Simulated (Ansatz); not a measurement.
# C2H4SSeSi: small, medium and large basis sets

The task here is to estimate one member of a computed series from the others.

The runs use Ansatz 0.2.0, Gaussian basis; one geometry, several basis sets.

Plan: PBE0-D4/def2-SVP; ωB97M-V/def2-SVP; PBE0-D4/def2-QZVPP; ωB97M-V/def2-QZVPP; the functionals' def2-TZVPP values are taken from earlier runs.

**Structure used throughout**

An earlier PBE0-D4 in a triple-zeta def2 set relaxation fixed the geometry.

SMILES `SC1=C[Se][SiH2]1`, 9 atoms, charge 0, spin multiplicity 1.

Atoms are counted from 1 here; the program's logs count them from 0.

Bond lengths: S1–C2 1.745 Å, S1–H6 1.343 Å, C2–C3 1.343 Å, C2–Si5 1.857 Å, C3–Se4 1.932 Å, C3–H7 1.086 Å, Se4–Si5 2.299 Å, Si5–H8 1.484 Å, Si5–H9 1.483 Å. Angles: C2–S1–H6 97.1°, S1–C2–C3 125.1°, S1–C2–Si5 136.5°, C3–C2–Si5 97.9°, C2–C3–Se4 111.2°, C2–C3–H7 128.3°, Se4–C3–H7 120.5°, C3–Se4–Si5 69.7°, C2–Si5–Se4 81.1°, C2–Si5–H8 116.9°, C2–Si5–H9 116.0°, Se4–Si5–H8 115.7°, Se4–Si5–H9 115.0°, H8–Si5–H9 109.8°.

The first run:

in.yaml reads:

```yaml
crystal:
  periodic: [false, false, false]
  atoms:
    - {symbol: S, position_ang: [0.451262, 2.205166, -0.207432]}
    - {symbol: C, position_ang: [0.308567, 0.465921, -0.174152]}
    - {symbol: C, position_ang: [1.238396, -0.392843, -0.621762]}
    - {symbol: Se, position_ang: [0.747995, -2.220512, -0.230928]}
    - {symbol: Si, position_ang: [-0.838852, -0.775903, 0.593205]}
    - {symbol: H, position_ang: [-0.858683, 2.476898, -0.320965]}
    - {symbol: H, position_ang: [2.175657, -0.169208, -1.123461]}
    - {symbol: H, position_ang: [-2.192579, -0.898213, -0.003601]}
    - {symbol: H, position_ang: [-0.943263, -0.737606, 2.071997]}
basis:
  gaussian: {orbitals: def2-SVP}
hamiltonian: {xc: pbe0, dispersion: d4}
output: {orbitals: {seedname: orbitals}}
```

On the command line:

```sh
ansatz run in.yaml --threads 4 --pin off --events-out ev --progress --plain --max-ram 10444MiB
```

Among the steps run: PBE0-D4 in def2-SVP; ωB97M-V in def2-SVP; PBE0-D4 in def2-QZVPP; ωB97M-V in def2-QZVPP.

One of the session's tables, all rows but one given; the rest of the session is left out.

```
functional       basis  HOMO (eV)
   PBE0-D4    def2-SVP      -5.96
   PBE0-D4  def2-TZVPP      -6.07
   PBE0-D4  def2-QZVPP          ?
   ωB97M-V    def2-SVP      -7.98
   ωB97M-V  def2-TZVPP      -8.10
   ωB97M-V  def2-QZVPP      -8.13
```

Estimate the missing values for PBE0-D4, def2-QZVPP.

As computed: HOMO (eV): -6.09. In the column «HOMO (eV)» it lies between ωB97M-V, def2-SVP (-7.98) and PBE0-D4, def2-TZVPP (-6.07).
